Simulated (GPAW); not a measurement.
The system is HfO2.

```
Hf O
1.0
     0.00000    2.55750    2.55750
     2.55750    0.00000    2.55750
     2.55750    2.55750    0.00000
Hf O
1 2
Direct
  0.00000 0.00000 0.00000
  0.75000 0.75000 0.75000
  0.25000 0.25000 0.25000
```

Measurements of this composition are mostly on another form, of space group No. 14.

Base run:

```yaml
Program: GPAW 26.7.0
Functional: PBEsol
Potentials_or_basis: PAW data sets generated in the run's folder for this functional
Cutoff: 800 eV
Basis: pw
k_mesh: 9 × 9 × 9
Occupations: fermi-dirac, width 0.05 eV
Spin: no spin polarisation
Hubbard_terms: Hf d U = 8 eV
```

Its results: band gap on the k mesh 4.98 eV, indirect (least direct gap 5.24 eV); pressure 13.1 GPa.

**Question.** The run is repeated on the same cell with these changes: hubbard terms from Hf d U = 8 eV to Hf d U = 2 eV. What comes out?

**Answer.** Band gap on the k mesh 4.09 eV, indirect (least direct gap 4.22 eV); pressure -5.0 GPa.

Caveats: spin-orbit coupling is left out, which moves the levels of the heavy elements; the mesh misses the band edges, which the band path finds closer together (some runs).
